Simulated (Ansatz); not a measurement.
Working through a convergence test of the k-point mesh of Ge, space group Cmmm

Computed with the Ansatz DFT code, driven from Python.

The cells in order, each with its output:

In [1]:
```python
from dataclasses import dataclass
import csv
import warnings

import ansatz as az
from ase import Atoms
```

In [2]:
```python
@dataclass(frozen=True)
class RunConfig:
    smearing: str = "methfessel_paxton"
    smearing_width: float = 0.1
    functional: str = "lda"
```

In [3]:
```python
opts = RunConfig()
```

In [4]:
```python
warnings.simplefilter("ignore", az.DeckWarning)

atoms = Atoms(
    ["Ge"],
    scaled_positions=[
        [0.5, 0.5, 0.0],
    ],
    cell=[
        [1.397149, -2.600516, 0.0],
        [1.397149, 2.600516, 0.0],
        [0.0, 0.0, 2.698231],
    ],
    pbc=True,
)
cell = az.Crystal.from_ase(atoms)
```

In [5]:
```python
base = (
    cell.calculation()
    .occupations(opts.smearing, width=opts.smearing_width)
    .basis(17 * az.Ha)
    .functional(opts.functional)
)
```

In [6]:
```python
rows = []
for value in [(3, 3, 3), (4, 4, 4), (6, 6, 5), (7, 7, 7), (9, 9, 8), (11, 11, 10)]:
    r = base.kpoints(mesh=value).run(threads=1, pin="off").report
    rows.append((value, r["free_energy_ev"] / len(r["lattice"]["sites"]), r["n_iterations"], r["n_kpoints"]))
```

In [7]:
```python
with open("kconv.csv", "w", newline="") as handle:
    writer = csv.writer(handle)
    writer.writerow(["mesh", "F/atom (eV)", "iterations", "k-points"])
    writer.writerows([round(v, 5) if isinstance(v, float) else v for v in row] for row in rows)
```

In [8]:
```python
# differences from the last row
for row in rows[:-1]:
    shift = 1000 * (row[1] - rows[-1][1])
    print(f"{row[0]}: {shift:+.2f} meV/atom" + ("  (within 1 meV)" if abs(shift) < 1 else ""))
```
```text
(3, 3, 3): +702.20 meV/atom
(4, 4, 4): +255.19 meV/atom
(6, 6, 5): +9.85 meV/atom
(7, 7, 7): -13.58 meV/atom
(9, 9, 8): +30.16 meV/atom
```

`kconv.csv`, as written:
```csv
mesh,F/atom (eV),iterations,k-points
"(3, 3, 3)",-4214.78199,5,8
"(4, 4, 4)",-4215.229,5,21
"(6, 6, 5)",-4215.47434,6,39
"(7, 7, 7)",-4215.49777,6,64
"(9, 9, 8)",-4215.45403,6,125
"(11, 11, 10)",-4215.4842,6,216
```

Caveats:
- This isn't the structure that Ge takes at ambient conditions.
- Shifts are counted from the finest mesh, which is itself no proven limit.
- Run time: 9.5 s on 1 thread of Intel(R) Xeon(R) Processor @ 2.30GHz (shared host), peak memory 0.52 GiB.
